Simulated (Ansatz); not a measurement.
This script for Ansatz 0.2.0, Python API starts 3 runs on CH4AlNSi, SMILES [CH]1=N[SiH2][AlH]1. What input does the engine get in each?

The script, `run_methods.py`:
```python
"""CH4AlNSi at several levels of theory."""

import argparse

import ansatz as az

parser = argparse.ArgumentParser(description="CH4AlNSi at several levels of theory.")
parser.add_argument("--basis", default="def2-SVP", help="Gaussian basis set")
args = parser.parse_args()

geometry = (
    az.Crystal.molecule()
    .atom("C", (-0.4537, 0.415, -1.2382))
    .atom("N", (0.5785, 1.0811, -0.8259))
    .atom("Si", (0.8119, 0.2171, 0.6934))
    .atom("Al", (-0.7588, -0.8723, 0.2332))
    .atom("H", (-1.102, 0.5756, -2.1614))
    .atom("H", (0.6666, 1.123, 1.8617))
    .atom("H", (2.1196, -0.5587, 0.6775))
    .atom("H", (-1.7701, -2.0379, 0.7039))
)

base = geometry.calculation().basis(gaussian=args.basis)

methods = ["mp2", "ccsd", "ccsd_t"]
reports = [base.correlation(m).run().report for m in methods]
print(f"Hartree-Fock reference {reports[0]['reference_energy_ev'] / 27.211386246:.6f} Ha")
best = reports[-1]["free_energy_ev"] - reports[-1]["reference_energy_ev"]
for method, each in zip(methods, reports):
    gained = each["free_energy_ev"] - each["reference_energy_ev"]
    print(f"{method:8s} total {each['free_energy_ev'] / 27.211386246:.6f} Ha  correlation {gained:9.4f} eV  ({100 * gained / best:.1f} % of the last)")
```

Run 1:
```yaml
crystal:
  periodic: [false, false, false]
  atoms:
    - { symbol: C, position_ang: [-0.4537, 0.415, -1.2382] }
    - { symbol: "N", position_ang: [0.5785, 1.0811, -0.8259] }
    - { symbol: Si, position_ang: [0.8119, 0.2171, 0.6934] }
    - { symbol: Al, position_ang: [-0.7588, -0.8723, 0.2332] }
    - { symbol: H, position_ang: [-1.102, 0.5756, -2.1614] }
    - { symbol: H, position_ang: [0.6666, 1.123, 1.8617] }
    - { symbol: H, position_ang: [2.1196, -0.5587, 0.6775] }
    - { symbol: H, position_ang: [-1.7701, -2.0379, 0.7039] }
basis:
  gaussian:
    orbitals: def2-SVP
correlation:
  method: mp2
```

Run 2, against run 1:
```diff
-  method: mp2
+  method: ccsd
```

Run 3, against run 1:
```diff
-  method: mp2
+  method: ccsd_t
```

```console
$ python run_methods.py
Hartree-Fock reference -625.107950 Ha
mp2      total -625.554907 Ha  correlation  -12.1623 eV  (88.0 % of the last)
ccsd     total -625.596207 Ha  correlation  -13.2862 eV  (96.2 % of the last)
ccsd_t   total -625.615629 Ha  correlation  -13.8146 eV  (100.0 % of the last)
```

Notes:
- Total energies depend on the basis set; only differences at equal settings carry meaning.
- The geometry is a force-field or estimated start, not a minimum of this method, and the basis set is short of its limit. A lower total doesn't mark the better method: functionals have no common bound, and MP2 and coupled cluster aren't variational.
- Inner cores stay frozen, so this is valence correlation.
- It ran for 8.3 s on 1 thread of Arm Neoverse V2 (shared host), peak memory 0.29 GiB.
